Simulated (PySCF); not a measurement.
# From one method to the next for NaBe⁻

Starting from one script, swap the method and compare what comes out for NaBe⁻.

Method: method and basis as typed in the scripts; program: PySCF 2.14.0.

8 further runs of the same task are left out: 8 that didn't finish.

### 1 The starting structure

NaBe⁻: 2 atoms, charge -1, spin multiplicity 1.

No contacts short enough for the rule that draws bonds.

### 2 Base script

The input, input.py:

```python
from pyscf import gto, dft
from pyscf.geomopt.geometric_solver import optimize

mol = gto.M(
    atom='Na 0 0 0; Be 0 0 2.635',
    basis='def2-svpd',
    charge=-1,
    spin=0,
    verbose=3,
)
mf = dft.RKS(mol, xc='olyp')
mf = mf.density_fit(auxbasis='def2-universal-jkfit')
mf.kernel()
g = mf.nuc_grad_method()
g.grid_response = True
mol_eq = optimize(g.as_scanner(), maxsteps=30)
print('optimised geometry (angstrom)')
print(mol_eq.tostring('raw'))
print('orbital energies (hartree):', mf.mo_energy[..., max(0, mol.nelec[1]-3):mol.nelec[0]+3].round(4))
```

The run is started by

```
> OMP_NUM_THREADS=1 python input.py
```

### 3 ROKS

Run 1 changes SCF type: RKS → ROKS.

input.py: that of step 2 with these lines changed.

```diff
@@ -10,3 +10,3 @@
 )
-mf = dft.RKS(mol, xc='olyp')
+mf = dft.ROKS(mol, xc='olyp')
 mf = mf.density_fit(auxbasis='def2-universal-jkfit')
```

### 4 SCF alone

Run 2 changes step after the SCF: optimize → none.

The input, input.py:

```python
from pyscf import gto, dft

mol = gto.M(
    atom='Na 0 0 0; Be 0 0 2.635',
    basis='def2-svpd',
    charge=-1,
    spin=0,
    verbose=3,
)
mf = dft.RKS(mol, xc='olyp')
mf = mf.density_fit(auxbasis='def2-universal-jkfit')
mf.kernel()
mf.dip_moment()
print('orbital energies (hartree):', mf.mo_energy[..., max(0, mol.nelec[1]-3):mol.nelec[0]+3].round(4))
```

### 5 X3lyp

Run 3 changes functional: olyp → x3lyp.

input.py: that of step 2 with these lines changed.

```diff
@@ -10,3 +10,3 @@
 )
-mf = dft.RKS(mol, xc='olyp')
+mf = dft.RKS(mol, xc='x3lyp')
 mf = mf.density_fit(auxbasis='def2-universal-jkfit')
```

### 6 CISD (RHF)

Run 4 changes step after the SCF: optimize → cisd; SCF type: RKS → RHF; functional: olyp → none (Hartree–Fock).

The input, input.py:

```python
from pyscf import gto, scf, ci

mol = gto.M(
    atom='Na 0 0 0; Be 0 0 2.635',
    basis='def2-svpd',
    charge=-1,
    spin=0,
    verbose=3,
)
mf = scf.RHF(mol)
mf = mf.density_fit(auxbasis='def2-universal-jkfit')
mf.kernel()
ci.CISD(mf).kernel()
mf.dip_moment()
print('orbital energies (hartree):', mf.mo_energy[..., max(0, mol.nelec[1]-3):mol.nelec[0]+3].round(4))
```

### 7 EOM-IP (RHF)

Run 5 changes step after the SCF: optimize → eomip; SCF type: RKS → RHF; functional: olyp → none (Hartree–Fock); frozen orbitals: none → 1; number of roots: none → 4.

The input, input.py:

```python
from pyscf import gto, scf, cc

mol = gto.M(
    atom='Na 0 0 0; Be 0 0 2.635',
    basis='def2-svpd',
    charge=-1,
    spin=0,
    verbose=3,
)
mf = scf.RHF(mol)
mf = mf.density_fit(auxbasis='def2-universal-jkfit')
mf.kernel()
mycc = cc.CCSD(mf, frozen=1)
mycc.kernel()
e = mycc.ipccsd(nroots=4)[0]
print('roots (eV) =', (e*27.211386).round(3))
mf.dip_moment()
print('orbital energies (hartree):', mf.mo_energy[..., max(0, mol.nelec[1]-3):mol.nelec[0]+3].round(4))
```

### 8 Wb97x

Run 6 changes functional: olyp → wb97x.

input.py: that of step 2 with these lines changed.

```diff
@@ -10,3 +10,3 @@
 )
-mf = dft.RKS(mol, xc='olyp')
+mf = dft.RKS(mol, xc='wb97x')
 mf = mf.density_fit(auxbasis='def2-universal-jkfit')
```

Q: Predict the outcome of this session. Wanted: for each run, E(SCF); from base; gap; after the SCF.

The runs gave:

```
         run  E(SCF) (hartree)  from base (eV)  gap (eV)                                                after the SCF
        base       -176.881373               0      0.50                                      bond 3.338 Å, -0.228 eV
        ROKS       -176.881373          0.0000       n/a                                      bond 3.338 Å, -0.228 eV
   SCF alone       -176.881373          0.0000      0.50                                                          n/a
       x3lyp       -176.866718  not comparable      1.40                                      bond 3.242 Å, -0.183 eV
  CISD (RHF)       -176.323083  not comparable      3.65                                   CISD correlation -1.950 eV
EOM-IP (RHF)       -176.323083  not comparable      3.65  CCSD correlation -2.082 eV, core frozen, first root 0.42 eV
       wb97x       -176.861505  not comparable      3.89                                      bond 3.376 Å, -0.228 eV
```

SCF columns refer to the geometry typed in the script.

In words: The highest filled level of this anion is positive: the basis lacks diffuse functions or the electron is not bound, so these numbers hang on the basis. No change of the SCF energy comes from ROKS. The gap between the frontier levels is 0.5 eV with olyp (0 % exact exchange) and 1.4 eV with x3lyp (22 %): exact exchange opens it. Total energies of different functionals can't be compared with each other; differences within one functional can.
